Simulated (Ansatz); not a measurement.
# A Cs vacancy and H started in the widest void in perovskite CsSnBr3, 40 atoms, charge 0

Wanted: geometry, formation energy and gap levels of the defect, compared across PBEsol and HSE06.

Method: density functional theory in Ansatz 0.2.0, PAW datasets, plane waves.

### 1 Starting point

40 atoms (7 Cs, 8 Sn, 24 Br, 1 H); a = 11.500 Å, b = 11.500 Å, c = 11.500 Å, α = 90.00°, β = 90.00°, γ = 90.00°. All atoms were shaken off their sites by about 0.02 Å along each axis. Defect site 1: (0.500, 0.500, 0.500). Defect site 2: (0.250, 0.500, 0.500).

The runs, in order: (2) PBEsol relaxation at the single k point (¼, ¼, ¼), on 7 threads of Arm Neoverse-V2; (3) HSE06 single point at the single k point (¼, ¼, ¼), on 7 threads of Arm Neoverse-V2.

### 2 Relaxation of the positions (PBEsol)

File in.yaml:

```yaml
crystal:
  lattice:
    - [11.500000, 0.000000, 0.000000]
    - [0.000000, 11.500000, 0.000000]
    - [0.000000, 0.000000, 11.500000]
  atoms:
    - { symbol: Cs, position: [0.999074, 0.999401, 0.998013] }
    - { symbol: Cs, position: [0.000124, 0.001575, 0.498985] }
    - { symbol: Cs, position: [0.001072, 0.499707, 0.000995] }
    - { symbol: Cs, position: [0.999286, 0.500484, 0.503446] }
    - { symbol: Cs, position: [0.497759, 0.999701, 0.999277] }
    - { symbol: Cs, position: [0.499432, 0.999486, 0.500439] }
    - { symbol: Cs, position: [0.498847, 0.502885, 0.998208] }
    - { symbol: Sn, position: [0.249824, 0.248243, 0.249824] }
    - { symbol: Sn, position: [0.251378, 0.247508, 0.747972] }
    - { symbol: Sn, position: [0.250128, 0.752724, 0.250063] }
    - { symbol: Sn, position: [0.247400, 0.751632, 0.750371] }
    - { symbol: Sn, position: [0.751263, 0.249815, 0.249724] }
    - { symbol: Sn, position: [0.746885, 0.249899, 0.750946] }
    - { symbol: Sn, position: [0.749305, 0.746649, 0.250776] }
    - { symbol: Sn, position: [0.751738, 0.750011, 0.746673] }
    - { symbol: Br, position: [0.248581, 0.252511, 0.997414] }
    - { symbol: Br, position: [0.253118, 0.248246, 0.500243] }
    - { symbol: Br, position: [0.249885, 0.749292, 0.000737] }
    - { symbol: Br, position: [0.249473, 0.751079, 0.498087] }
    - { symbol: Br, position: [0.752746, 0.249674, 0.998438] }
    - { symbol: Br, position: [0.747793, 0.250055, 0.504249] }
    - { symbol: Br, position: [0.751670, 0.747963, 0.000210] }
    - { symbol: Br, position: [0.751475, 0.753029, 0.499438] }
    - { symbol: Br, position: [0.002046, 0.250844, 0.246816] }
    - { symbol: Br, position: [0.996865, 0.250414, 0.747707] }
    - { symbol: Br, position: [0.002313, 0.749687, 0.250986] }
    - { symbol: Br, position: [0.002785, 0.749840, 0.749033] }
    - { symbol: Br, position: [0.499792, 0.251502, 0.249166] }
    - { symbol: Br, position: [0.496600, 0.252808, 0.750967] }
    - { symbol: Br, position: [0.503003, 0.748912, 0.250520] }
    - { symbol: Br, position: [0.500885, 0.750251, 0.751322] }
    - { symbol: Br, position: [0.249633, 0.000353, 0.250084] }
    - { symbol: Br, position: [0.251391, 0.998548, 0.750121] }
    - { symbol: Br, position: [0.248368, 0.499939, 0.253991] }
    - { symbol: Br, position: [0.251266, 0.501627, 0.751914] }
    - { symbol: Br, position: [0.750304, 0.003599, 0.248733] }
    - { symbol: Br, position: [0.748712, 0.000080, 0.752363] }
    - { symbol: Br, position: [0.749292, 0.500450, 0.251754] }
    - { symbol: Br, position: [0.752916, 0.499693, 0.748416] }
    - { symbol: H, position: [0.248366, 0.500896, 0.499418] }
  symmetry: { detect: false }
kpoints:
  mp_grid: { grid: [1, 1, 1], shift: [0.25, 0.25, 0.25] }
hamiltonian:
  xc: pbesol
scf:
  occupations: { method: fermi_dirac, width: 0.01 }
relax:
  f_tol: 0.03
  max_steps: 80
  escape_saddle: false
  adjacent_minimum: "off"
output:
  forces: true
  eigenvalues: true
  populations: true
```

On the command line:

```
ansatz run in.yaml --threads 7 --pin off --max-ram 13300MiB --runs-dir r --events-out ev --progress --plain
```

The runs that follow: HSE06 on the final geometry.

Q: Predict the outcome of this session. Wanted: for each run, formation energy; host gap; top filled to lowest empty.

**Answer**, as computed:

| level | time | formation energy (eV) | host gap (eV) | top filled to lowest empty (eV) |
| --- | --- | --- | --- | --- |
| PBEsol, relaxation | 3 min (7 CPU threads) | 3.74 | 0.10 | 2.04 |
| HSE06 | 4.3 min (7 CPU threads) | 4.05 | 0.80 | 2.70 |

| quantity | value |
| --- | --- |
| relaxation | 18 recorded steps, 2.76 eV gained |
| largest shift | 1.67 Å (H40) |

**In words.** The relaxation lowers the energy by 2.76 eV; the largest shift is 1.67 Å (H40). The formation energy goes from 3.74 eV (PBEsol) to 4.05 eV (HSE06). The reservoirs are the elements' reference phases; where the defect changes the composition, the value depends on that choice. No spin–orbit coupling is included; with elements this heavy it would shift the edges. The host's edges were read at Γ, so band-like levels at this k point need not coincide with them. One k point and a cell of this size can leave errors of several tenths of an eV.
